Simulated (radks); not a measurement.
# Taking charge from the 4d level of I in fractions

One table from this session's results is given with a row withheld; the runs are named, their logs left out.

Method: Dirac Kohn-Sham, PBEsol, spin-unpolarised, spherical densities, finite nucleus; open shells are shared between the two j in proportion to 2j + 1. Code: radks (a radial shooting solver on a logarithmic mesh, Libxc functionals) version 1.

## The atom as given

| Item | Value |
| --- | --- |
| element | iodine (Z = 53) |
| charge | 0 |
| electrons | 53 |
| configuration | [Kr] 4d10 5s2 5p5 |
| nuclear rms radius | 4.75 fm |

The outer shells:

I
```
[Kr] core
4d [↑↓][↑↓][↑↓][↑↓][↑↓]
5s [↑↓]
5p [↑↓][↑↓][↑ ]
```

Set-up of the first run:

Settings of this run:

```text
Z 53
configuration [Kr] 4d10 5s2 5p5
relativity Dirac
functional pbe_sol,pbe_sol
spin unpolarised
j_filling average
nucleus finite rms 4.75 fm
c 137.035999084
```

Among the steps run: Start: [Kr] 4d10 5s2 5p5.

One table of the session follows, with a row left open; its other results are not shown here.

It belongs to the step «Start: [Kr] 4d10 5s2 5p5». Sizes of the orbitals, from the radial functions (bohr):

| level | <r> | outermost maximum (interpolated) | 90 % within | nodes |
| --- | --- | --- | --- | --- |
| 4s1/2 | 0.7401 | 0.681 | 1.07 | 3 |
| 4p1/2 | 0.7729 | 0.699 | 1.13 | 2 |
| 4p3/2 | 0.8013 | 0.723 | 1.17 | 2 |
| 4d3/2 | 0.9153 | 0.774 | 1.40 | 1 |
| 4d5/2 | 0.9269 | 0.782 | 1.41 | 1 |
| 5s1/2 | ? | ? | ? | ? |
| 5p1/2 | 2.386 | 1.97 | 3.60 | 3 |
| 5p3/2 | 2.511 | 2.06 | 3.79 | 3 |

Q: Estimate the row for 5s1/2 from the others.

The run gave: <r>: 1.964; outermost maximum (interpolated): 1.70; 90 % within: 2.88; nodes: 4. In the column «<r>» it lies between 4d5/2 (0.9269) and 5p1/2 (2.386).
